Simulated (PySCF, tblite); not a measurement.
# C3H11O4PSi2, a small molecule taken as a stand-in for a surface group (Si site with back bonds C[SiH3], [H], OP(=O)(O)O): infrared bands, NMR shifts and electronic excitations, part 2 of 2

tblite 0.8.0 and PySCF 2.14.0. Atoms count from 0, parts from 1. Earlier steps stand in the parts before.

## (5) TDDFT and polarisability: CAM-B3LYP/def2-SVP

What the job is given:

```
{"job": {"kind": "uv", "xc": "CAM-B3LYP", "basis": "def2-SVP", "nstates": 6, "ntriplets": 2, "ip": false}, "charge": 0, "multiplicity": 1}
Si    -0.595982     0.986118    -0.556272
C      1.243208     1.064502    -0.994896
Si     2.364528     0.225873     0.289871
O     -1.010128    -0.562931    -0.166009
P     -0.725875    -1.850340    -1.034972
O      0.260318    -1.718269    -2.095342
O     -2.164750    -2.297220    -1.517518
O     -0.380918    -2.945633     0.079903
C     -1.006162     1.914496     1.026460
C     -1.352466     1.365860     2.180449
H     -1.469026     1.399319    -1.663759
H      1.555137     2.097549    -1.141771
H      1.383184     0.551227    -1.945441
H      2.238918     0.901938     1.586828
H      3.756597     0.313686    -0.166382
H      2.036669    -1.193644     0.475816
H     -2.762884    -2.415440    -0.779888
H      0.564878    -3.073920     0.112587
H     -0.930564     2.991915     0.965079
H     -1.438383     0.296553     2.281400
H     -1.566299     1.948359     3.063858
```

With the program's defaults for keys left out, this is: TDDFT CAM-B3LYP/def2-SVP, vertical, gas phase, core orbitals frozen in the response.

Standard output:

```text
coarse grid: 19296 points
cycle   1  E = -1341.0158365116  dE =  1.805e+00  |g| = 1.289e+00  |ddm| = 4.718e+00
cycle   2  E = -1340.9012930640  dE =  1.145e-01  |g| = 1.539e+00  |ddm| = 2.234e+00
cycle   3  E = -1341.3281316613  dE = -4.268e-01  |g| = 1.835e-01  |ddm| = 1.291e+00
cycle   4  E = -1341.3337690306  dE = -5.637e-03  |g| = 6.546e-02  |ddm| = 1.785e-01
cycle   5  E = -1341.3345368197  dE = -7.678e-04  |g| = 1.071e-02  |ddm| = 5.324e-02
cycle   6  E = -1341.3345590988  dE = -2.228e-05  |g| = 4.398e-03  |ddm| = 1.247e-02
cycle   7  E = -1341.3345630404  dE = -3.942e-06  |g| = 1.135e-03  |ddm| = 4.262e-03
final grid: 173328 points
cycle   8  E = -1341.5396229673  dE = -2.911e-05  |g| = 3.864e-03  |ddm| = 1.782e-02
cycle   9  E = -1341.5396222186  dE =  7.487e-07  |g| = 4.591e-03  |ddm| = 6.763e-03
cycle  10  E = -1341.5396263389  dE = -4.120e-06  |g| = 4.612e-04  |ddm| = 3.473e-03
cycle  11  E = -1341.5396263815  dE = -4.263e-08  |g| = 1.676e-04  |ddm| = 5.290e-04
cycle  12  E = -1341.5396263878  dE = -6.301e-09  |g| = 6.083e-05  |ddm| = 1.944e-04
cycle  13  E = -1341.5396263886  dE = -7.499e-10  |g| = 1.514e-05  |ddm| = 6.010e-05
converged SCF energy = -1341.5396263886

Static polarisability (au): isotropic 99.476, principal 94.319 97.068 107.043

Singlet excitations
state   eV       nm        f      main configurations
  1   6.8975    179.8   0.00637   H-3->L 0.46, H-1->L 0.34, H-4->L 0.10
  2   7.4586    166.2   0.37355   H->L 0.95
  3   7.9946    155.1   0.01655   H->L+1 0.53, H->L+2 0.28
  4   8.2016    151.2   0.04774   H-2->L 0.59, H-3->L 0.18, H-1->L 0.13
  5   8.3711    148.1   0.00820   H-1->L+1 0.65, H-2->L+1 0.13
  6   8.5397    145.2   0.03254   H-2->L+1 0.52, H-1->L+1 0.11

Triplet excitations (Tamm-Dancoff, eV): 4.3330 6.2888
```

Run time: 1.8 min. Hardware: 1 thread of Arm Neoverse N1, shared host; peak memory 1.1 GiB.

The orbitals next to the gap, with their largest atomic shares:

| orbital | eV | atoms |
| --- | --- | --- |
| HOMO−3 | -10.20 | O5 20 %, C8 18 %, Si0 13 % |
| HOMO−2 | -10.03 | O5 29 %, C1 15 %, Si2 8 % |
| HOMO−1 | -9.91 | O5 38 %, O3 12 %, C8 11 % |
| HOMO | -9.29 | C9 38 %, C8 35 %, C1 9 % |
| LUMO | 0.90 | C9 43 %, C8 32 %, Si0 12 % |
| LUMO+1 | 1.67 | H17 21 %, H16 19 %, Si0 19 % |
| LUMO+2 | 2.21 | Si2 30 %, Si0 26 %, H17 9 % |

With each of the 6 states as a Gaussian band of 0.4 eV half-width at 1/e, the curve within the window shown has maxima at 166 nm (ε 15,000) L/(mol cm). Beyond the last state computed it falls off for lack of states. The curve at chosen wavelengths:

nm, ε (L/mol/cm) and a bar:
```
      140        994 ##
      142       1643 ###
      144       2348 #####
      147       3232 ######
      149       3599 #######
      151       3860 ########
      153       4249 ########
      156       5799 ###########
      158       7777 ###############
      160      10329 ####################
      162      12888 #########################
      165      15214 ##############################
      167      15098 ##############################
      169      13671 ###########################
      171      11357 ######################
      174       7429 ###############
      176       5140 ##########
      178       3359 #######
      180       2099 ####
      183        983 ##
      185        584 #
      187        349 #
      189        210 
      192         99 
      194         60 
      196         36
```

Ground-state properties from the same run:

| property | computed |
| --- | --- |
| dipole moment (D) | 2.81 |
| polarisability (Å³) | 14.74 |
| HOMO–LUMO gap (eV) | 10.19 |
| −ε(HOMO) (eV) | 9.29 |

## (6) NMR shieldings: B97-2/def2-SVP in dimethylsulfoxide

Same as in step 5 but for these lines:

```diff
@@ -1,2 +1,2 @@
-{"job": {"kind": "uv", "xc": "CAM-B3LYP", "basis": "def2-SVP", "nstates": 6, "ntriplets": 2, "ip": false}, "charge": 0, "multiplicity": 1}
+{"job": {"kind": "nmr", "xc": "B97-2", "basis": "def2-SVP", "pop": true, "solvent": "dimethylsulfoxide"}, "charge": 0, "multiplicity": 1}
 Si    -0.595982     0.986118    -0.556272
```

Level: GIAO B97-2/def2-SVP NMR shielding, non-relativistic, IEF-PCM dimethylsulfoxide.

Standard output:

```text
coarse grid: 19296 points
cycle   1  E = -1341.0982228922  dE =  1.600e+00  |g| = 1.291e+00  |ddm| = 4.792e+00
cycle   2  E = -1340.8113196501  dE =  2.869e-01  |g| = 1.765e+00  |ddm| = 2.438e+00
cycle   3  E = -1341.4049306018  dE = -5.936e-01  |g| = 2.122e-01  |ddm| = 1.559e+00
cycle   4  E = -1341.4131008396  dE = -8.170e-03  |g| = 6.189e-02  |ddm| = 2.095e-01
cycle   5  E = -1341.4137708219  dE = -6.700e-04  |g| = 1.455e-02  |ddm| = 5.193e-02
cycle   6  E = -1341.4138147229  dE = -4.390e-05  |g| = 3.988e-03  |ddm| = 1.553e-02
cycle   7  E = -1341.4138177568  dE = -3.034e-06  |g| = 1.297e-03  |ddm| = 4.148e-03
final grid: 173328 points
cycle   8  E = -1341.6022224972  dE = -4.176e-05  |g| = 7.199e-03  |ddm| = 3.234e-02
cycle   9  E = -1341.6022121438  dE =  1.035e-05  |g| = 1.047e-02  |ddm| = 1.379e-02
cycle  10  E = -1341.6022321309  dE = -1.999e-05  |g| = 9.069e-04  |ddm| = 8.208e-03
cycle  11  E = -1341.6022322802  dE = -1.492e-07  |g| = 2.334e-04  |ddm| = 8.753e-04
cycle  12  E = -1341.6022322886  dE = -8.475e-09  |g| = 1.029e-04  |ddm| = 2.532e-04
cycle  13  E = -1341.6022322906  dE = -1.925e-09  |g| = 2.939e-05  |ddm| = 1.009e-04
cycle  14  E = -1341.6022322907  dE = -1.614e-10  |g| = 5.529e-06  |ddm| = 2.782e-05
converged SCF energy = -1341.6022322907

GIAO shielding tensors (ppm)
atom      isotropic    diamagn.    paramagn.     s11        s22        s33       span
  0 Si     425.656     886.447    -460.791    390.100    439.069    447.801     57.701
  1 C      199.847     255.316     -55.469    188.362    201.068    210.110     21.749
  2 Si     484.092     883.124    -399.032    457.756    473.137    521.382     63.626
  3 O      235.890     405.187    -169.298    194.529    226.692    286.447     91.918
  4 P      406.710     971.513    -564.803    348.752    357.445    513.933    165.181
  5 O      221.795     400.512    -178.717    202.587    209.420    253.376     50.789
  6 O      253.973     386.863    -132.890    210.957    240.409    310.552     99.595
  7 O      246.785     392.803    -146.017    202.924    221.491    315.942    113.018
  8 C       66.949     259.848    -192.899    -34.164     52.320    182.691    216.855
  9 C       63.117     255.050    -191.933    -52.557     56.881    185.028    237.585
 10 H       26.468      32.491      -6.023     22.709     24.867     31.830      9.122
 11 H       31.934      32.072      -0.139     27.197     28.131     40.473     13.276
 12 H       30.927      34.599      -3.672     25.856     29.823     37.103     11.248
 13 H       28.108      33.064      -4.955     24.378     27.051     32.896      8.518
 14 H       27.964      30.663      -2.699     24.499     25.199     34.195      9.695
 15 H       28.045      35.666      -7.620     23.501     29.146     31.489      7.988
 16 H       28.015      30.493      -2.478     20.392     23.423     40.229     19.836
 17 H       28.229      33.142      -4.913     20.609     24.541     39.538     18.929
 18 H       25.878      31.034      -5.156     24.133     25.462     28.038      3.905
 19 H       25.659      36.970     -11.311     22.079     24.269     30.630      8.550
 20 H       25.362      29.344      -3.981     22.609     25.006     28.472      5.863
```

Wall time 73 s (1 thread of Arm Neoverse N1, shared host); peak memory 1.1 GiB.

In short: σ C9 63.1, C8 66.9, C1 199.8, Si0 425.7, H20 25.36, H19 25.66 ppm.

## (7) Shielding tensors: KT3/6-31G*

Same as in step 6 but for these lines:

```diff
@@ -1,2 +1,2 @@
-{"job": {"kind": "nmr", "xc": "B97-2", "basis": "def2-SVP", "pop": true, "solvent": "dimethylsulfoxide"}, "charge": 0, "multiplicity": 1}
+{"job": {"kind": "nmr", "xc": "KT3", "basis": "6-31G*", "pop": false, "scf": {"guess": "minao"}}, "charge": 0, "multiplicity": 1}
 Si    -0.595982     0.986118    -0.556272
```

With the program's defaults for keys left out, this is: GIAO KT3/6-31G* NMR shielding, non-relativistic, gas phase.

Standard output:

```text
final grid: 173328 points
cycle   1  E = -1354.7633901418  dE =  1.713e+00  |g| = 1.548e+00  |ddm| = 4.480e+00
cycle   2  E = -1353.6865293126  dE =  1.077e+00  |g| = 2.692e+00  |ddm| = 3.668e+00
cycle   3  E = -1355.1820722917  dE = -1.496e+00  |g| = 5.479e-01  |ddm| = 2.797e+00
cycle   4  E = -1355.2431488471  dE = -6.108e-02  |g| = 1.301e-01  |ddm| = 5.483e-01
cycle   5  E = -1355.2458937594  dE = -2.745e-03  |g| = 4.840e-02  |ddm| = 1.233e-01
cycle   6  E = -1355.2463733958  dE = -4.796e-04  |g| = 1.611e-02  |ddm| = 5.114e-02
cycle   7  E = -1355.2464260583  dE = -5.266e-05  |g| = 5.232e-03  |ddm| = 1.608e-02
cycle   8  E = -1355.2464318148  dE = -5.757e-06  |g| = 1.707e-03  |ddm| = 5.600e-03
cycle   9  E = -1355.2464324914  dE = -6.765e-07  |g| = 7.265e-04  |ddm| = 2.033e-03
cycle  10  E = -1355.2464326251  dE = -1.337e-07  |g| = 1.970e-04  |ddm| = 7.513e-04
cycle  11  E = -1355.2464326317  dE = -6.597e-09  |g| = 1.128e-04  |ddm| = 2.931e-04
cycle  12  E = -1355.2464326349  dE = -3.271e-09  |g| = 2.147e-05  |ddm| = 1.273e-04
cycle  13  E = -1355.2464326350  dE = -4.047e-11  |g| = 1.864e-05  |ddm| = 3.548e-05
converged SCF energy = -1355.2464326350

GIAO shielding tensors (ppm)
atom      isotropic    diamagn.    paramagn.     s11        s22        s33       span
  0 Si     406.026     885.675    -479.649    369.638    417.528    430.911     61.273
  1 C      195.531     254.472     -58.941    184.367    196.687    205.539     21.172
  2 Si     463.960     885.299    -421.339    440.574    451.043    500.264     59.689
  3 O      226.317     406.952    -180.636    184.688    213.209    281.052     96.364
  4 P      375.847     966.219    -590.373    304.704    315.469    507.366    202.662
  5 O      210.467     397.418    -186.951    190.213    193.029    248.159     57.946
  6 O      238.935     390.743    -151.808    198.439    225.655    292.711     94.271
  7 O      229.559     397.082    -167.523    188.377    200.934    299.367    110.990
  8 C       78.564     258.260    -179.696     -8.520     69.497    174.715    183.235
  9 C       74.374     259.175    -184.800    -26.232     71.157    178.198    204.431
 10 H       26.646      31.733      -5.087     22.934     25.031     31.974      9.039
 11 H       32.864      31.493       1.372     28.061     29.455     41.077     13.016
 12 H       31.321      33.037      -1.717     26.357     30.131     37.474     11.118
 13 H       28.421      32.814      -4.393     24.757     27.413     33.093      8.336
 14 H       28.387      30.574      -2.188     24.907     25.813     34.439      9.532
 15 H       28.674      35.560      -6.886     24.266     29.827     31.930      7.664
 16 H       30.047      29.413       0.634     23.139     26.382     40.619     17.480
 17 H       29.629      31.683      -2.053     22.625     26.648     39.615     16.990
 18 H       26.836      29.740      -2.905     25.734     26.319     28.453      2.719
 19 H       26.606      36.415      -9.809     24.007     24.905     30.906      6.899
 20 H       26.411      29.575      -3.164     23.929     25.867     29.437      5.509
```

It took 87 s on 1 thread of Arm Neoverse N1, shared host; peak memory 0.74 GiB.

In short: δ C9 118.7, C8 114.5, C1 -2.5, Si0 -0.5, H20 6.15, H19 5.95 ppm.

## (8) Run by run: NMR shifts

Isotropic shieldings (ppm) of some atoms, chosen among heavy atoms and hydrogens apart, with basis size and wall time:

| run | C8 | H17 | H16 | Si0 | Si2 | O5 | P4 | functions | time |
| --- | --- | --- | --- | --- | --- | --- | --- | --- | --- |
| PBE0/pcSseg-1 | 46.9 | 28.27 | 28.58 | 358.1 | 424.7 | 187.5 | 329.2 | 246 | 97 s |
| B97-2/def2-SVP in dimethylsulfoxide | 66.9 | 28.23 | 28.01 | 425.7 | 484.1 | 221.8 | 406.7 | 207 | 73 s |
| KT3/6-31G* | 78.6 | 29.63 | 30.05 | 406.0 | 464.0 | 210.5 | 375.8 | 174 | 87 s |

## (9) What came out

What follows sums up all 2 parts.

| quantity | value |
| --- | --- |
| strongest single infrared mode (GFN2-xTB) | 907 cm⁻¹ |
| ¹³C shifts against TMS (PBE0/pcSseg-1) | 143.4, 140.0, -4.4 ppm |
| ¹H shifts against TMS (PBE0/pcSseg-1) | 6.64, 6.39, 6.05, 5.59, 4.10, 4.02, 3.66, 3.45, 3.14, 1.41, -0.31 ppm |
| ²⁹Si shifts against TMS (PBE0/pcSseg-1) | -8.9, -75.5 ppm |
| ¹⁷O shifts against H2O (PBE0/pcSseg-1) | 148.6, 118.2, 112.1, 101.9 ppm |
| ³¹P shifts against H3PO4 (PBE0/pcSseg-1) | -10.8 ppm |
| lowest singlet (CAM-B3LYP/def2-SVP) | 6.90 eV (180 nm), f = 0.006 |
| brightest single state of those computed | state 2, 7.46 eV, f = 0.374 |
| lowest triplet | 4.33 eV |
| range of the shielding of P4 | 329.2 to 406.7 ppm |

What this shows: No mode is imaginary at GFN2-xTB; the softest lies at 32 cm⁻¹. At PBE0/pcSseg-1: Shielding is most anisotropic at C9 (span 258 ppm, paramagnetic term -212 ppm). The lowest singlet, at 6.90 eV, is HOMO−3→LUMO 0.46, HOMO−1→LUMO 0.34 and is weak; of the 6 states computed, the strongest absorption comes from state 2 at 7.46 eV. The lowest triplet lies 2.56 eV below the lowest singlet (triplets in Tamm-Dancoff, singlets in full TDDFT). The basis of CAM-B3LYP/def2-SVP has no diffuse functions, so Rydberg states are missing and the high states are unreliable. In ppm, P4 moves most: its shielding spreads over 77.6 ppm, from 329.2 (PBE0/pcSseg-1) to 406.7 (B97-2/def2-SVP in dimethylsulfoxide). A capped cluster stands for the solid here, so long-range fields and strain are missing, and bands or shifts of the capping hydrogens have no counterpart in it.
